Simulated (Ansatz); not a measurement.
# CH₃BOTe: basis-set convergence

How large a basis does CH₃BOTe need? Two functionals are run in growing sets.

Method: one geometry, several basis sets; program: Ansatz 0.2.0, Gaussian basis.

Plan: PBE0-D4/def2-SVP; ωB97M-V/def2-SVP; PBE0-D4/def2-QZVPP; ωB97M-V/def2-QZVPP; the functionals' def2-TZVPP values are taken from earlier runs.

## Step 1: The relaxed structure

All runs share one geometry, relaxed beforehand with PBE0-D4 in a triple-zeta def2 set. Te takes the def2 core potential; no spin-orbit term is included.

SMILES `B1OC[Te]1`, 7 atoms, charge 0, spin multiplicity 1.

Atoms are counted from 1 here; the program's logs count them from 0.

Bond lengths: B1–O2 1.358 Å, B1–Te4 2.163 Å, B1–H5 1.189 Å, O2–C3 1.420 Å, C3–Te4 2.186 Å, C3–H6 1.088 Å, C3–H7 1.088 Å. Angles: O2–B1–Te4 99.4°, O2–B1–H5 124.6°, Te4–B1–H5 136.0°, B1–O2–C3 103.9°, O2–C3–Te4 96.4°, O2–C3–H6 111.0°, O2–C3–H7 111.0°, Te4–C3–H6 112.7°, Te4–C3–H7 112.8°, H6–C3–H7 112.1°, B1–Te4–C3 60.4°.

As a file:

```xyz
7

B    -0.8686    0.6339   -0.6192
O     0.2186    0.8875    0.1540
C     0.7097   -0.4033    0.4842
Te   -0.8130   -1.5287   -0.6076
H    -1.5648    1.4690   -1.1005
H     0.6684   -0.5730    1.5583
H     1.7109   -0.5533    0.0851
```

## Step 2: PBE0-D4 in def2-SVP

in.yaml reads:

```yaml
crystal:
  periodic: [false, false, false]
  atoms:
    - {symbol: B, position_ang: [-0.868629, 0.633898, -0.619191]}
    - {symbol: O, position_ang: [0.218620, 0.887481, 0.154028]}
    - {symbol: C, position_ang: [0.709684, -0.403251, 0.484199]}
    - {symbol: Te, position_ang: [-0.813037, -1.528686, -0.607602]}
    - {symbol: H, position_ang: [-1.564759, 1.469027, -1.100533]}
    - {symbol: H, position_ang: [0.668397, -0.572973, 1.558350]}
    - {symbol: H, position_ang: [1.710924, -0.553295, 0.085050]}
basis:
  gaussian: {orbitals: def2-SVP}
hamiltonian: {xc: pbe0, dispersion: d4}
output: {orbitals: {seedname: orbitals}}
```

On the command line:

```console
ansatz run in.yaml --threads 2 --pin off --events-out ev --progress --plain --max-ram 4352MiB
```

After this run come: ωB97M-V in def2-SVP; PBE0-D4 in def2-QZVPP; ωB97M-V in def2-QZVPP.

Q: Predict the results of all the runs planned. Wanted: PBE0-D4: double and triple zeta above quadruple; ωB97M-V: double and triple zeta above quadruple.

The runs gave:

| quantity | value |
| --- | --- |
| PBE0-D4: double and triple zeta above quadruple | 4.91, 0.27 eV |
| ωB97M-V: double and triple zeta above quadruple | 5.07, 0.26 eV |

In words: PBE0-D4 gains 4.65 eV from double to triple zeta, then 0.27 eV more. These are total energies; as a rule much of such shifts cancels in differences, which this series doesn't test.
